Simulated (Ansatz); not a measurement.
**C₂H₇NSi: up Jacob's ladder to CCSD(T)**

One table from this session's results is given with a row withheld; the runs are named, their logs left out.

Computed with Ansatz 0.2.0, Gaussian basis. Level: functionals in def2-TZVPP, the program's frozen cores in correlated methods.

The runs, in order: LDA (SPW92), PBE-D4, revPBE-D4, BLYP-D4, r2SCAN-D4, B97M-V, PBE0-D4, B3LYP-D4, r2SCANh-D4, r2SCAN0-D4, HSE06-D4, BHLYP-D4, CAM-B3LYP-D4, LC-ωPBE, ωB97X-V, ωB97M-V, B2PLYP, PBE-QIDH; CCSD(T)/def2-SVP; CCSD(T)/def2-TZVPP; MP2/def2-QZVPP; extrapolation to the limit; RPA on PBE.

## Structure used throughout

An earlier PBE0-D4 in a triple-zeta def2 set relaxation fixed the geometry.

SMILES `C[SiH]1CN1`, 11 atoms, charge 0, spin multiplicity 1.

Atoms are counted from 1 here; the program's logs count them from 0.

Bond lengths: C1–Si2 1.860 Å, C1–H5 1.093 Å, C1–H6 1.092 Å, C1–H7 1.093 Å, Si2–C3 1.828 Å, Si2–N4 1.721 Å, Si2–H8 1.481 Å, C3–N4 1.499 Å, C3–H9 1.091 Å, C3–H10 1.087 Å, N4–H11 1.009 Å. Angles: Si2–C1–H5 111.0°, Si2–C1–H6 110.6°, Si2–C1–H7 110.7°, H5–C1–H6 108.4°, H5–C1–H7 107.7°, H6–C1–H7 108.3°, C1–Si2–C3 120.1°, C1–Si2–N4 122.2°, C1–Si2–H8 112.8°, C3–Si2–N4 49.9°, C3–Si2–H8 122.6°, N4–Si2–H8 115.2°, Si2–C3–N4 61.3°, Si2–C3–H9 117.2°, Si2–C3–H10 124.8°, N4–C3–H9 116.8°, N4–C3–H10 114.1°, H9–C3–H10 112.6° and more.

The first run:

Contents of in.yaml:

```yaml
crystal:
  periodic: [false, false, false]
  atoms:
    - {symbol: C, position_ang: [-1.036107, 1.301856, 0.023313]}
    - {symbol: Si, position_ang: [0.162001, 0.063827, -0.677748]}
    - {symbol: C, position_ang: [1.268491, -0.872368, 0.436584]}
    - {symbol: N, position_ang: [0.134896, -1.596138, -0.226086]}
    - {symbol: H, position_ang: [-1.988438, 1.272064, -0.512196]}
    - {symbol: H, position_ang: [-1.226722, 1.096969, 1.078725]}
    - {symbol: H, position_ang: [-0.638000, 2.316287, -0.063775]}
    - {symbol: H, position_ang: [0.496059, 0.326955, -2.096489]}
    - {symbol: H, position_ang: [1.173228, -0.684381, 1.506536]}
    - {symbol: H, position_ang: [2.252699, -1.244971, 0.163520]}
    - {symbol: H, position_ang: [-0.532707, -2.037098, 0.388116]}
basis:
  gaussian: {orbitals: def2-TZVPP}
hamiltonian: {xc: lda}
output: {orbitals: {seedname: orbitals}}
```

Among the steps run: LDA; PBE-D4 (GGA); revPBE-D4 (GGA); BLYP-D4 (GGA); r2SCAN-D4 (meta-GGA); B97M-V (meta-GGA); PBE0-D4 (hybrid); B3LYP-D4 (hybrid); r2SCANh-D4 (hybrid); r2SCAN0-D4 (hybrid); HSE06-D4 (hybrid); BHLYP-D4 (hybrid); CAM-B3LYP-D4 (range-separated); LC-ωPBE (range-separated); ωB97X-V (range-separated); ωB97M-V (range-separated); B2PLYP (double hybrid); PBE-QIDH (double hybrid).

One of the session's tables, all rows but one given; the rest of the session is left out.

It belongs to the step «Orbital energies across the functionals». 

```
  functional  HOMO (eV)  LUMO (eV)  gap (eV)
 LDA (SPW92)      -5.37      -0.53      4.84
      PBE-D4      -5.24      -0.35      4.89
   revPBE-D4          ?          ?         ?
     BLYP-D4      -5.10      -0.25      4.85
   r2SCAN-D4      -5.46       0.00      5.46
      B97M-V      -5.53      -0.13      5.40
     PBE0-D4      -6.52       0.50      7.01
    B3LYP-D4      -6.29       0.25      6.54
  r2SCANh-D4      -5.94       0.29      6.23
  r2SCAN0-D4      -6.67       0.71      7.38
    HSE06-D4      -6.11       0.13      6.24
    BHLYP-D4      -7.69       1.30      8.99
CAM-B3LYP-D4      -7.88       1.45      9.33
     LC-ωPBE      -9.25       2.63     11.88
     ωB97X-V      -8.89       2.47     11.36
     ωB97M-V      -8.80       2.14     10.93
```

Q: Estimate the row for revPBE-D4 from the others.

**Answer.** HOMO (eV): -5.18; LUMO (eV): -0.26; gap (eV): 4.92. In the column «HOMO (eV)» it lies between PBE-D4 (-5.24) and BLYP-D4 (-5.10).
